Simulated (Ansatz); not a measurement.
## CH6ClSi2, SMILES [SiH2]C[SiH2]Cl: an atomisation energy, step by step

Program: the Python package of Ansatz (0.2.0).

The cells in order, each with its output:

```python
from collections import Counter

import ansatz as az

BASIS_SET = "6-31G*"
XC = "B3LYP"
DISPERSION = "d3bj"
```

```python
def single_point(molecule, charge=0, unpaired=0):
    calc = molecule.calculation().basis(gaussian=BASIS_SET).functional(XC, dispersion=DISPERSION)
    if charge:
        calc = calc.charge(charge)
    if unpaired:
        calc = calc.spin("collinear", total=unpaired)
    return calc.run(threads=1, pin="off").report["free_energy_ev"]
```

```python
geometry_ang = [
    ("Si", (-1.5077, 0.8843, 0.1303)),
    ("C", (-0.6266, -0.5809, -0.3805)),
    ("Si", (1.1027, -0.2864, 0.0767)),
    ("Cl", (2.3059, -1.9282, -0.4444)),
    ("H", (-1.0717, 2.1292, -0.6155)),
    ("H", (-1.4955, 1.17, 1.583)),
    ("H", (-0.6889, -0.7493, -1.4526)),
    ("H", (-0.9828, -1.4465, 0.119)),
    ("H", (1.313, -0.1071, 1.5987)),
    ("H", (1.7346, 0.8637, -0.6116)),
]
mol = az.Crystal.molecule()
for symbol, xyz in geometry_ang:
    mol = mol.atom(symbol, xyz)

# unpaired electrons of the ground-state atoms
unpaired = {"Si": 2, "C": 2, "Cl": 1, "H": 1}
counts = Counter(site.symbol for site in mol.cartesian_sites)
atom_energy = {s: single_point(az.Crystal.molecule().atom(s, (0, 0, 0)), 0, unpaired[s]) for s in counts}
whole = single_point(mol, 0, 1)
for s, e in atom_energy.items():
    print(f"{s:2s} x{counts[s]}  {e:14.5f} eV")
print(f"CH6ClSi2: {whole:.5f} eV")
split = sum(counts[s] * e for s, e in atom_energy.items()) - whole
print(f"atomisation energy (no zero-point term): {split:.3f} eV, {split / sum(counts.values()):.3f} eV an atom")
```

    Si x2     -7874.20605 eV
    C  x1     -1029.84974 eV
    Cl x1    -12520.94501 eV
    H  x6       -13.61312 eV
    CH6ClSi2: -29413.14477 eV
    atomisation energy (no zero-point term): 32.259 eV, 3.226 eV an atom

32.259 eV from the electronic energies, without the zero-point term.

Total energies depend on the basis set; only differences at equal settings carry meaning. The geometry is a force-field or estimated start, not a minimum of this method, and the basis set is short of its limit. All parts are taken at fixed geometry, without zero-point energy. The species is open-shell (spin multiplicity 2). b3lyp holds the VWN-RPA fit, as in Gaussian; the form of ORCA and Turbomole is b3lyp5. Hardware and time: 3.5 s on 1 thread of Intel(R) Xeon(R) 6975P-C (Granite Rapids) (shared host), peak memory 0.31 GiB.
